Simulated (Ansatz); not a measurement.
# SrAsPt: the cost of one run

Program: Ansatz 0.2.0. Level of theory: DFT PBEsol, scalar-relativistic, plane waves, PAW. These are calculated values, not measurements.

1 further run of the same task is left out (set aside as unsound or not needed).

## Step 1: The starting structure

It takes space group P6_3/mmc (No. 194, hexagonal). Conventional cell: a = 4.239 Å, b = 4.239 Å, c = 8.909 Å, α = 90.00°, β = 90.00°, γ = 120.00°. Around Sr (site symmetry -3m) lie 6 As at 3.31 Å and 6 Pt at 3.31 Å. As (site symmetry -6m2) is surrounded by 3 Pt at 2.45 Å and 6 Sr at 3.31 Å. Around Pt (site symmetry -6m2) lie 3 As at 2.45 Å.

Structure file:

```
CELL_PARAMETERS angstrom
4.23929 0.00000 0.00000
-2.11965 3.67134 0.00000
0.00000 0.00000 8.90898
ATOMIC_POSITIONS crystal
Sr 0.00000 0.00000 0.50000
Sr 0.00000 0.00000 0.00000
As 0.33333 0.66667 0.75000
As 0.66667 0.33333 0.25000
Pt 0.33333 0.66667 0.25000
Pt 0.66667 0.33333 0.75000
```

It goes back to an entry of the Materials Project, which need not be the stable form.

This cell was relaxed beforehand with the same method: volume 23.11 Å³/atom, gap on the mesh none (metal).

## Step 2: The cell scaled to 0.97 of its volume

File input.yaml:

```yaml
crystal:
  lattice:
    - [4.1964706102, 0.0, 0.0]
    - [-2.0982353051, 3.6342501547, 0.0]
    - [0.0, 0.0, 8.8189856805]
  atoms:
    - { symbol: Sr, position: [0.0, 0.0, 0.5] }
    - { symbol: Sr, position: [0.0, 0.0, 0.0] }
    - { symbol: As, position: [0.3333333333, 0.6666666667, 0.75] }
    - { symbol: As, position: [0.6666666667, 0.3333333333, 0.25] }
    - { symbol: Pt, position: [0.3333333333, 0.6666666667, 0.25] }
    - { symbol: Pt, position: [0.6666666667, 0.3333333333, 0.75] }
basis:
  ecutwfc: 420
kpoints:
  mp_grid: { grid: [12, 12, 4] }
hamiltonian:
  xc: pbesol
scf:
  occupations: { method: gaussian, width: 0.1 }
output:
  forces: true
  stress: true
  eigenvalues: true
relax:
  adjacent_minimum: "off"
  f_tol: 0.01
  max_steps: 30
  cell: { stress_tol: 0.1, fix: [volume] }
```

Launch:

```bash
$ ansatz run input.yaml --threads 2 --pin off --max-ram 5120MiB --backend cpu --events-out ev --progress --plain --runs-dir out
```

What time and memory should one allow on 2 threads of Intel Xeon 6975P-C (Granite Rapids), shared host?

About 17 s, with a peak of 0.68 GiB.
